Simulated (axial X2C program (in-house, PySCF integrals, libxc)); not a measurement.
# CdMg: EOM-EE-CCSD levels

Wanted for CdMg: EOM-EE-CCSD levels, at the two-component level.

Computed with an in-house X2C program for linear molecules on PySCF integrals. Level: two-component X2C with atomic mean-field terms, Cd dyall-acv3z, Mg dyall-acv3z.

All values are calculated.

## Step 1: Input

Input file task.json:

```json
{
 "zs": [
  48,
  12
 ],
 "q": 0,
 "bas": [
  "dyall-acv3z",
  "dyall-acv3z"
 ],
 "r0": 2.75,
 "eom": "ee",
 "thr": -2.0,
 "nmax": 88
}
```

Keys: zs atomic numbers; q charge; bas basis sets; r0 starting distance in Å; eom kind of EOM run; thr threshold in hartree for freezing inner shells (an s shell follows its p shell); nmax most natural virtual spinors.

Started as:

```console
> python soeom.py task.json out
```

Further steps of the session: EOM-EE-CCSD at 3.562 Å.

Before running it: what results should come out? Wanted: next root led by one particle; T1 of the reference.

As calculated:

```
                     quantity                         value
       lowest root at 3.562 Å              Ω = 0⁻, 2.323 eV
next root led by one particle  Ω = 0⁺, about 60 cm⁻¹ higher
          T1 of the reference                         0.015
```

What this shows: The lowest root lies 2.32 eV above the closed-shell reference. Errors of 0.1 to 0.3 eV are usual at this size, and roots led by higher excitations are left out, so the list is incomplete, and low states of that kind can be missing.
